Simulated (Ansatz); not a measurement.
C2ClFSe, SMILES FC1=C(Cl)[Se]1, harmonic frequencies at the relaxed geometry

With Ansatz 0.2.0 through its Python package.

Notebook, run cell by cell (the value of a cell's last expression is shown):

```python
import itertools

import ansatz as az
from ase import Atoms
from ase.data import atomic_numbers, covalent_radii
from ase.thermochemistry import IdealGasThermo
import numpy as np

atoms = Atoms(["F", "C", "C", "Cl", "Se"], positions=[
    (1.1987, -1.0238, 1.4205),
    (0.5572, -0.1193, 0.541),
    (-0.5107, 0.0985, -0.4732),
    (-1.7415, -0.5787, -1.3652),
    (0.5462, 1.5496, -0.1645),
])
geometry = az.Crystal.molecule_from_ase(atoms)
```

```python
model = (
    geometry.calculation()
    .basis(gaussian="def2-SVP")
    .functional("b3lyp", dispersion="d3bj")
    .accuracy("medium")
)
symbols = [site.symbol for site in geometry.cartesian_sites]
start = np.array([site.position_ang for site in geometry.cartesian_sites], dtype=float)
data = model.relax(force_tolerance=0.003).run().report
end = np.array(data["positions_ang"])
```

```python
radius = [covalent_radii[atomic_numbers[s]] for s in symbols]
span = lambda where, i, j: np.linalg.norm(where[i] - where[j])
bonded = [(i, j) for i, j in itertools.combinations(range(len(symbols)), 2) if min(span(start, i, j), span(end, i, j)) < 1.2 * (radius[i] + radius[j])]
print("pair        before    after (A)")
for i, j in bonded:
    print(f"{symbols[i]}{i}-{symbols[j]}{j}".ljust(10), f"{span(start, i, j):8.4f} {span(end, i, j):8.4f}")
```

    pair        before    after (A)
    F0-C1        1.4153   1.3024
    C1-C2        1.4888   1.2881
    C1-Se4       1.8119   1.9510
    C2-Cl3       1.6641   1.6755
    C2-Se4       1.8215   2.0570

```python
minimum = az.Crystal.molecule()
for symbol, place in zip(symbols, end):
    minimum = minimum.atom(symbol, place.tolist())
vibrating = (
    minimum.calculation()
    .basis(gaussian="def2-SVP")
    .functional("b3lyp", dispersion="d3bj")
    .accuracy("medium")
    .phonons(temperatures=(200, 600, 100))
)
vib = vibrating.run().report["vibrations"]
sums = vib["harmonic_sums"]
modes = [m["omega_inv_cm"] for m in sums["modes_at_gamma"] if m["rigid_motion"] == "no"]
print("frequencies (1/cm):", " ".join(f"{w:.0f}" for w in modes))
print("imaginary modes:", sum(w < 0 for w in modes), " zero-point energy:", round(sums["zero_point_energy_ev"], 4), "eV")
gas = IdealGasThermo(vib_energies=[w / 8065.544 for w in modes if w > 0], geometry="linear" if len(modes) == 3 * len(symbols) - 5 else "nonlinear",
                     atoms=Atoms(symbols, positions=end), symmetrynumber=1, spin=0.0)
print(f"H(298 K) - E = {gas.get_enthalpy(298.15, verbose=False):.4f} eV")
print(f"S(298 K, 1 bar) = {96485.33 * gas.get_entropy(298.15, 1e5, verbose=False):.1f} J/(mol K) with symmetry number 1")
```

    frequencies (1/cm): 160 173 211 450 469 589 758 1141 1975
    imaginary modes: 0  zero-point energy: 0.3674 eV
    H(298 K) - E = 0.5399 eV
    S(298 K, 1 bar) = 329.6 J/(mol K) with symmetry number 1

The settings weren't tested for convergence. The frequencies are harmonic and unscaled, in a modest basis. b3lyp holds the VWN-RPA fit, as in Gaussian; the form of ORCA and Turbomole is b3lyp5. The entropy takes a symmetry number of 1; a symmetric molecule's is lower by R ln(sigma). Wall time of the script: 91 s on 1 thread of Arm Neoverse V2, on a shared host, peak memory 0.33 GiB.
